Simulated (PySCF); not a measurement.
# CrH₄O₄ (-2): ligand-field states, part 1 of 2

Wanted: ligand-field states for CrH₄O₄ (-2).

Computed with PySCF 2.14.0 and routines of our own; the level stands in each step. Atoms count from 0.

### Step 1. The starting structure

9 atoms, charge -2, states of the metal's open shell are computed; geometry from: model start, shaken.

### Step 2. Optimising the geometry at PBE0-D3(BJ)/def2-TZVP

The job: settings as JSON, then the geometry in Å.

```
{"job": {"xc": "PBE0", "basis": "def2-TZVP", "d3": "d3bj", "grid": 1, "maxiter": 45, "solvent": "water", "kind": "geom"}, "charge": -2, "metal": "Cr", "open_shell": "d4"}
Cr     0.000020     0.004480    -0.004110
O      1.274760     1.281300     0.834590
H      1.069400     2.219970     1.070290
O     -1.297430    -1.280770     0.854820
H     -1.066920    -2.213830     1.077240
O     -1.277690     1.267960    -0.856330
H     -2.228390     1.049150    -1.105300
O      1.284590    -1.307130    -0.845390
H      2.202220    -1.071300    -1.115430
```

Started as:

```
$ OMP_NUM_THREADS=1 python lf_run.py task.json out
```

One launch serves the whole session: the jobs run in the order shown.

Standard output:

```text
step   0  E = -1347.72179657  max force = 0.043775
step   1  E = -1347.73069024  max force = 0.006447
step   2  E = -1347.73643382  max force = 0.020397
step   3  E = -1347.74357361  max force = 0.020662
step   4  E = -1347.75013275  max force = 0.007840
step   5  E = -1347.75106935  max force = 0.002840
step   6  E = -1347.75145295  max force = 0.002962
step   7  E = -1347.75189633  max force = 0.002373
step   8  E = -1347.75193379  max force = 0.001127
step   9  E = -1347.75195588  max force = 0.000416
step  10  E = -1347.75197087  max force = 0.000899
step  11  E = -1347.75202233  max force = 0.002134
step  12  E = -1347.75194972  max force = 0.003878
step  13  E = -1347.75208471  max force = 0.002019
step  14  E = -1347.75210884  max force = 0.000335
step  15  E = -1347.75204474  max force = 0.000997
step  16  E = -1347.75211253  max force = 0.000282
optimisation converged
```

Run time: 6.5 min. Hardware: 1 thread of Arm Neoverse V2, shared host; peak memory 1.4 GiB.

Step by step: (the energy doesn't fall at every step)

```
step  energy from step 0 (eV)  largest force component (eV/Å)
   0                   0.0000                          2.2510
   1                  -0.2420                          0.3315
   2                  -0.3983                          1.0489
   3                  -0.5926                          1.0625
   4                  -0.7711                          0.4031
   5                  -0.7966                          0.1460
   6                  -0.8070                          0.1523
   7                  -0.8191                          0.1220
   8                  -0.8201                          0.0580
   9                  -0.8207                          0.0214
  10                  -0.8211                          0.0462
  11                  -0.8225                          0.1097
  12                  -0.8205                          0.1994
  13                  -0.8242                          0.1038
  14                  -0.8248                          0.0172
  15                  -0.8231                          0.0513
  16                  -0.8249                          0.0145
```

Distances of close pairs at the start and the end, largest changes first:

```
  bond  before (Å)  after (Å)  change (Å)
 O5–H6       1.007      0.961      -0.046
 O1–H2       0.989      0.961      -0.029
 O3–H4       0.987      0.961      -0.026
 O7–H8       0.985      0.961      -0.025
Cr0–O7       2.019      2.003      -0.016
Cr0–O3       2.018      2.003      -0.015
Cr0–O5       1.989      2.002      +0.013
Cr0–O1       1.990      2.002      +0.013
```

The next job starts from the end point, and lists it.

```
                         at the end point                value
  point group (found at 0.08 Å tolerance)                   S4
rotational constants (GHz, main isotopes)  3.604, 3.604, 1.803
                                     ⟨S²⟩                6.015
```

### Step 3. Ligand-field states: state-averaged CASSCF in water

The job: settings as JSON, then the geometry in Å.

```
{"job": {"kind": "lf", "basis": {"metal": "x2c-TZVPall", "ligand": "x2c-SVPall"}, "nevpt": true, "solvent": "water"}, "charge": -2, "metal": "Cr", "open_shell": "d4"}
Cr     0.000000     0.000000     0.000000
O      2.002397    -0.000000     0.027121
H      2.244118     0.929098     0.062749
O     -2.002397    -0.000000     0.027121
H     -2.244118    -0.929098     0.062749
O      0.000000     2.002397    -0.027121
H     -0.929098     2.244118    -0.062749
O      0.000000    -2.002397    -0.027121
H      0.929098    -2.244118    -0.062749
```

With the program's defaults for keys left out, this is: state-averaged CASSCF of the metal d shell, SC-NEVPT2 on the averaged canonical orbitals, state-interaction spin-orbit coupling.

Standard output:

```text
basis functions 124, electrons 62, active (4e, 5o)
stage 1: DIIS on the effective Fock matrix, level shift 0.30
cycle   1  E = -1350.1988497411  dE = -1.350e+03  max|g| = 1.535e+00
cycle   2  E = -1349.8471053412  dE =  3.517e-01  max|g| = 1.319e+00
cycle   3  E = -1350.6515239403  dE = -8.044e-01  max|g| = 1.412e+00
cycle   4  E = -1351.3953193069  dE = -7.438e-01  max|g| = 1.713e-01
cycle   5  E = -1351.4769593811  dE = -8.164e-02  max|g| = 8.244e-02
cycle   6  E = -1351.4952172285  dE = -1.826e-02  max|g| = 4.533e-02
cycle   7  E = -1351.4993021298  dE = -4.085e-03  max|g| = 2.827e-02
cycle   8  E = -1351.5013287315  dE = -2.027e-03  max|g| = 1.586e-02
cycle   9  E = -1351.5017977033  dE = -4.690e-04  max|g| = 9.053e-03
cycle  10  E = -1351.5019382983  dE = -1.406e-04  max|g| = 5.182e-03
cycle  11  E = -1351.5019947573  dE = -5.646e-05  max|g| = 3.450e-03
cycle  12  E = -1351.5020126294  dE = -1.787e-05  max|g| = 2.087e-03
cycle  13  E = -1351.5020182020  dE = -5.573e-06  max|g| = 1.221e-03
cycle  14  E = -1351.5020199162  dE = -1.714e-06  max|g| = 6.394e-04
cycle  15  E = -1351.5020204150  dE = -4.988e-07  max|g| = 3.320e-04
cycle  16  E = -1351.5020205635  dE = -1.485e-07  max|g| = 2.010e-04
cycle  17  E = -1351.5020206149  dE = -5.136e-08  max|g| = 1.137e-04
cycle  18  E = -1351.5020206281  dE = -1.323e-08  max|g| = 7.021e-05
cycle  19  E = -1351.5020206328  dE = -4.700e-09  max|g| = 4.088e-05
cycle  20  E = -1351.5020206344  dE = -1.584e-09  max|g| = 2.230e-05
cycle  21  E = -1351.5020206349  dE = -4.454e-10  max|g| = 1.724e-05
cycle  22  E = -1351.5020206351  dE = -2.306e-10  max|g| = 7.149e-06
converged average energy = -1351.5020206351

 mult deg   label        CASSCF/cm-1   NEVPT2/cm-1
   5   1   5B                  0.0           0.0
   3   2   3E              18989.2       14788.2
   3   1   3B              19164.1       17425.6
   3   1   3A              20715.5       19165.4
   5   1   5B              16285.3       19559.0
   3   1   3A              23134.8       21036.8
   3   2   3E              23895.2       21347.6
   3   1   3B              24278.4       21741.8
   3   1   3A              25792.1       22455.9
   1   1   1A              27321.0       22548.1
   5   2   5E              20146.1       22572.1
   1   2   1E              27797.8       24431.5
   3   2   3E              26208.6       25260.6
   1   1   1A              30165.2       25767.8
   1   1   1B              28441.4       26497.7
   5   1   5A              23973.4       28547.9
   3   1   3B              30908.4       28644.5
   1   1   1B              33522.6       30302.2
   1   1   1A              33880.2       30786.4
   3   1   3A              32399.0       31155.9
   1   2   1E              35953.4       31633.3
   3   2   3E              33259.0       32447.0
   3   2   3E              34196.0       32876.9
   1   2   1E              34763.6       32891.9
   1   1   1B              37466.3       33606.9
   1   1   1B              39015.0       34275.2
   3   1   3B              35323.6       36751.7
   3   1   3A              36954.2       36936.7
   1   1   1A              37817.3       37008.3
   3   1   3A              42447.4       38695.8
   1   1   1A              42528.6       40172.4
   3   1   3A              39596.9       40322.5
   3   2   3E              40381.4       41051.3
   1   1   1A              43345.5       41394.1
   1   2   1E              43307.8       41601.4
   3   1   3B              42014.2       42157.6
   1   1   1B              44327.2       42549.1
   3   1   3B              41831.5       42724.4
   3   2   3E              41966.0       43749.4
   1   2   1E              45443.6       44322.6
   3   2   3E              46800.6       45862.7
   3   2   3E              47775.0       46663.5
   1   1   1B              46835.6       46684.5
   3   1   3A              44931.6       47189.9
   3   1   3B              49943.5       49365.2
   1   1   1A              53323.6       50109.3
   1   1   1A              52505.7       50683.6
   3   1   3A              51097.4       51280.9
   1   1   1B              52728.2       51845.1
   3   1   3B              52571.9       52097.4
   1   2   1E              54458.0       52162.3
   1   1   1B              57260.6       54292.2
   1   2   1E              57250.3       56830.0
   1   1   1A              58049.1       57196.5
   1   2   1E              60697.5       57258.6
   1   1   1B              58202.7       58116.0
   1   1   1B              67858.4       62929.9
   3   1   3B              67766.9       63542.4
   3   1   3A              64328.6       64036.8
   3   2   3E              65479.0       64838.7

spin-orbit levels / cm-1
      0.00  x2  5B 1.00
      4.01  x2  5B 1.00
      5.35  x1  5B 1.00
  14693.75  x1  3E 1.00
  14701.12  x1  3E 1.00
  14793.08  x2  3E 1.00
  14871.70  x1  3E 1.00
  14886.32  x1  3E 1.00
  17426.39  x2  3B 1.00
  17432.14  x1  3B 1.00
  19161.34  x2  3A 1.00
  19167.30  x1  3A 1.00
  19531.63  x1  5B 0.99
  19538.14  x2  5B 0.99
  19557.90  x1  5B 1.00
  19558.01  x1  5B 1.00
  21006.46  x1  3A 0.91 3E 0.08
  21018.36  x2  3A 0.95 3E 0.04
  21279.27  x1  3E 0.95
  21318.58  x2  3E 0.92 3A 0.04
  21322.50  x1  3E 0.96
  21324.23  x1  3E 0.98
  21346.31  x1  3E 0.90 3A 0.08
  21751.35  x2  3B 0.96
  21763.40  x1  3B 0.95
  22304.94  x2  3A 0.54 5E 0.44
  22311.20  x1  3A 0.68 5E 0.23 1A 0.05
  22545.90  x1  1A 0.67 5E 0.32
  22560.04  x1  5E 0.97
  22573.44  x2  5E 0.76 3A 0.22
```

It took 8.4 s on 1 thread of Arm Neoverse V2, shared host; peak memory 0.66 GiB.

In short:

```
             quantity     value
spin-orbit constant ζ  224 cm⁻¹
```

Powder susceptibility:

```
T (K)  χT (cm³ K/mol)  μ(eff)
    2           2.580    4.54
    5           2.872    4.79
   10           2.947    4.86
   20           2.969    4.87
   30           2.974    4.88
   50           2.977    4.88
   75           2.979    4.88
  100           2.981    4.88
  150           2.983    4.88
  200           2.985    4.88
  250           2.987    4.89
  300           2.989    4.89
```

The fields below are evaluated on a grid from the run's orbitals.

The spin density lies nearest to Cr0 94 %.

### Step 4. Ligand-field states: state-averaged CASSCF (basis x2c-TZVPall) in water

The job, as its differences from that of step 3:

```diff
@@ -1,2 +1,2 @@
-{"job": {"kind": "lf", "basis": {"metal": "x2c-TZVPall", "ligand": "x2c-SVPall"}, "nevpt": true, "solvent": "water"}, "charge": -2, "metal": "Cr", "open_shell": "d4"}
+{"job": {"kind": "lf", "basis": "x2c-TZVPall", "nevpt": true, "solvent": "water"}, "charge": -2, "metal": "Cr", "open_shell": "d4"}
 Cr     0.000000     0.000000     0.000000
```

Method: state-averaged CASSCF of the metal d shell, SC-NEVPT2 on the averaged canonical orbitals, state-interaction spin-orbit coupling.

Standard output:

```text
basis functions 196, electrons 62, active (4e, 5o)
stage 1: DIIS on the effective Fock matrix, level shift 0.30
cycle   1  E = -1350.3049249444  dE = -1.350e+03  max|g| = 1.375e+00
cycle   2  E = -1350.3574562029  dE = -5.253e-02  max|g| = 1.274e+00
cycle   3  E = -1351.3262934733  dE = -9.688e-01  max|g| = 1.243e+00
cycle   4  E = -1351.8174756152  dE = -4.912e-01  max|g| = 1.311e-01
cycle   5  E = -1351.8708529562  dE = -5.338e-02  max|g| = 8.806e-02
cycle   6  E = -1351.8837531347  dE = -1.290e-02  max|g| = 4.580e-02
cycle   7  E = -1351.8871474601  dE = -3.394e-03  max|g| = 2.860e-02
cycle   8  E = -1351.8883696102  dE = -1.222e-03  max|g| = 1.586e-02
cycle   9  E = -1351.8890373780  dE = -6.678e-04  max|g| = 6.573e-03
cycle  10  E = -1351.8892181614  dE = -1.808e-04  max|g| = 4.170e-03
cycle  11  E = -1351.8892782713  dE = -6.011e-05  max|g| = 2.796e-03
cycle  12  E = -1351.8893013661  dE = -2.309e-05  max|g| = 1.787e-03
cycle  13  E = -1351.8893109592  dE = -9.593e-06  max|g| = 1.123e-03
cycle  14  E = -1351.8893141787  dE = -3.220e-06  max|g| = 7.795e-04
cycle  15  E = -1351.8893152706  dE = -1.092e-06  max|g| = 5.209e-04
cycle  16  E = -1351.8893156447  dE = -3.741e-07  max|g| = 3.195e-04
cycle  17  E = -1351.8893157534  dE = -1.088e-07  max|g| = 1.855e-04
cycle  18  E = -1351.8893157860  dE = -3.258e-08  max|g| = 1.030e-04
cycle  19  E = -1351.8893157952  dE = -9.136e-09  max|g| = 5.467e-05
cycle  20  E = -1351.8893157987  dE = -3.578e-09  max|g| = 2.611e-05
cycle  21  E = -1351.8893157997  dE = -9.484e-10  max|g| = 1.336e-05
cycle  22  E = -1351.8893158001  dE = -4.261e-10  max|g| = 7.543e-06
converged average energy = -1351.8893158001

 mult deg   label        CASSCF/cm-1   NEVPT2/cm-1
   5   1   5B                  0.0           0.0
   3   2   3E              19152.9       15214.4
   3   1   3B              19257.2       17486.4
   5   1   5B              15909.5       18697.7
   3   1   3A              20717.7       19138.7
   3   1   3A              23131.5       20967.9
   3   2   3E              23938.2       21369.9
   5   2   5E              19660.5       21624.3
   3   1   3B              24358.0       21730.6
   3   1   3A              25795.0       22511.8
   1   1   1A              27489.9       23011.9
   1   2   1E              27915.5       24659.6
   3   2   3E              26008.3       24763.7
   1   1   1A              30284.0       25783.7
   1   1   1B              28486.9       26490.7
   5   1   5A              23155.6       27142.9
   3   1   3B              30773.7       28393.4
   1   1   1B              33503.6       30316.3
   1   1   1A              33943.7       30734.7
   3   1   3A              32224.1       30747.6
   1   2   1E              36032.0       31606.6
   3   2   3E              33050.8       32094.6
   3   2   3E              34075.6       32365.5
   1   2   1E              34606.1       32653.2
   1   1   1B              37411.8       33463.8
   1   1   1B              39018.0       34386.4
   3   1   3B              34993.5       35930.0
   3   1   3A              36621.0       36219.2
   1   1   1A              37508.3       36422.7
   3   1   3A              42297.5       38241.5
   3   1   3A              39171.9       39413.4
   1   1   1A              42348.2       39805.7
   3   2   3E              39903.2       40046.5
   1   1   1A              43143.1       40879.6
   1   2   1E              43070.1       41131.5
   3   1   3B              41583.1       41185.6
   3   1   3B              41268.2       41651.8
   1   1   1B              44073.0       41993.3
   3   2   3E              41283.2       42551.4
   1   2   1E              45173.1       43602.8
   3   2   3E              46343.0       44902.4
   3   2   3E              47303.9       45638.4
   3   1   3A              44097.7       45694.2
   1   1   1B              46450.9       45831.5
   3   1   3B              49263.1       48085.2
   1   1   1A              52918.0       49239.2
   3   1   3A              50280.1       49807.6
   1   2   1E              52173.9       50314.9
   3   1   3B              51832.2       50689.0
   1   2   1E              54106.4       51391.2
   1   1   1B              56780.4       53455.5
   1   2   1E              56497.1       55425.8
   1   1   1A              57399.9       55999.4
   1   2   1E              60349.4       56296.6
   1   1   1B              57508.4       56625.1
   1   1   1B              67435.4       62230.1
   3   1   3A              63276.1       62267.6
   3   1   3B              67305.9       62484.7
   3   2   3E              64594.1       62991.2
   1   1   1A              70361.9       66166.5

spin-orbit levels / cm-1
      0.00  x2  5B 1.00
      4.11  x2  5B 1.00
      5.47  x1  5B 1.00
  15123.93  x1  3E 1.00
  15131.81  x1  3E 1.00
  15219.03  x2  3E 1.00
  15292.46  x1  3E 1.00
  15307.28  x1  3E 1.00
  17486.63  x2  3B 1.00
  17492.59  x1  3B 1.00
  18678.68  x1  5B 0.99
  18683.53  x2  5B 0.99
  18698.10  x1  5B 1.00
  18698.22  x1  5B 1.00
  19133.03  x2  3A 1.00
  19139.39  x1  3A 1.00
  20928.68  x1  3A 0.89 3E 0.06 5E 0.04
  20941.23  x2  3A 0.93 5E 0.03 3E 0.03
  21214.84  x1  3E 0.72 5E 0.26
  21252.31  x2  3E 0.71 5E 0.24 3A 0.04
  21283.77  x1  3E 0.81 5E 0.19
  21290.66  x1  3E 0.68 5E 0.21 3A 0.10
  21292.71  x1  3E 0.82 5E 0.17
  21511.04  x2  5E 0.94
  21629.05  x2  3B 0.51 5E 0.47
  21637.86  x1  3B 0.56 5E 0.38 3E 0.06
  21664.68  x1  5E 0.71 3E 0.27
  21694.78  x1  5E 0.75 3E 0.25
  21750.66  x2  5E 0.82 3E 0.17
  21775.75  x1  5E 0.81 3E 0.19
```

Run time: 12 s. Hardware: 1 thread of Arm Neoverse V2, shared host; peak memory 0.66 GiB.

Key values:

```
             quantity     value
spin-orbit constant ζ  224 cm⁻¹
```

Powder susceptibility:

```
T (K)  χT (cm³ K/mol)  μ(eff)
    2           2.568    4.53
   20           2.968    4.87
  100           2.979    4.88
  300           2.988    4.89
```

(Continued in part 2 of 2.)
